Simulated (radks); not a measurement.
**Sr with its nuclear charge varied continuously**

What is the energy between the elements? 38 electrons are held in [Kr] 5s2 while Z is changed in small steps.

Program: radks (a radial shooting solver on a logarithmic mesh, Libxc functionals) version 1. Level of theory: scalar-relativistic Kohn-Sham, PBE, spin-polarised, spherical densities, point nucleus. These are calculated values, not measurements, unless marked.

## Step 1: What is computed

* element: strontium (Z = 38)
* charge: 0
* electrons: 38
* configuration: [Kr] 5s2

Outer shells as boxes (Hund's rule):

Sr
```
[Kr] core
5s [↑↓]
```

## Step 2: Z = 38

Settings of this run:

```text
Z 38
configuration [Kr] 5s2
relativity scalar-relativistic
functional pbe,pbe
spin polarised
nucleus point
c 137.035999084
```

## Step 3: Z = 37.8

Changes since step 2:

```diff
@@ -1,2 +1,2 @@
-Z 38
+Z 37.8
 configuration [Kr] 5s2
```

## Step 4: Z = 37.9

Changes since step 3:

```diff
@@ -1,2 +1,2 @@
-Z 37.8
+Z 37.9
 configuration [Kr] 5s2
```

## Step 5: Z = 38.1

Changes since step 4:

```diff
@@ -1,2 +1,2 @@
-Z 37.9
+Z 38.1
 configuration [Kr] 5s2
```

## Step 6: Z = 38.2

Changes since step 5:

```diff
@@ -1,2 +1,2 @@
-Z 38.1
+Z 38.2
 configuration [Kr] 5s2
```

## Step 7: Z = 38.3

Changes since step 6:

```diff
@@ -1,2 +1,2 @@
-Z 38.2
+Z 38.3
 configuration [Kr] 5s2
```

## Step 8: Z = 38.4

Changes since step 7:

```diff
@@ -1,2 +1,2 @@
-Z 38.3
+Z 38.4
 configuration [Kr] 5s2
```

## Step 9: Z = 38.5

Changes since step 8:

```diff
@@ -1,2 +1,2 @@
-Z 38.4
+Z 38.5
 configuration [Kr] 5s2
```

Q: Predict the outcome of this session. Wanted: for each run, Z; E; E(electron-nucleus)/Z; highest level; its energy; <r>.

The runs gave:

```tsv
Z	E (hartree)	E(electron-nucleus)/Z (hartree)	highest level	its energy (eV)	<r> (bohr)
37.8	-3139.26128	-200.072	5s	-2.429	4.599
37.9	-3159.34110	-200.789	5s	-2.965	4.459
38	-3179.49289	-201.505	5s	-3.526	4.333
38.1	-3199.71661	-202.220	5s	-4.111	4.217
38.2	-3220.01223	-202.936	5s	-4.719	4.111
38.3	-3240.37974	-203.651	5s	-5.349	4.014
38.4	-3260.81912	-204.366	5s	-6.000	3.923
38.5	-3281.33036	-205.080	5s	-6.671	3.839
```

What this shows: At Z = 38 the central difference of E is -201.878 hartree, against -201.505 from the Hellmann-Feynman theorem; the scalar-relativistic energy here is not variational, so the two differ by a part that grows with Z. The top level goes from -2.429 eV at Z = 37.8 to -6.671 eV at Z = 38.5.
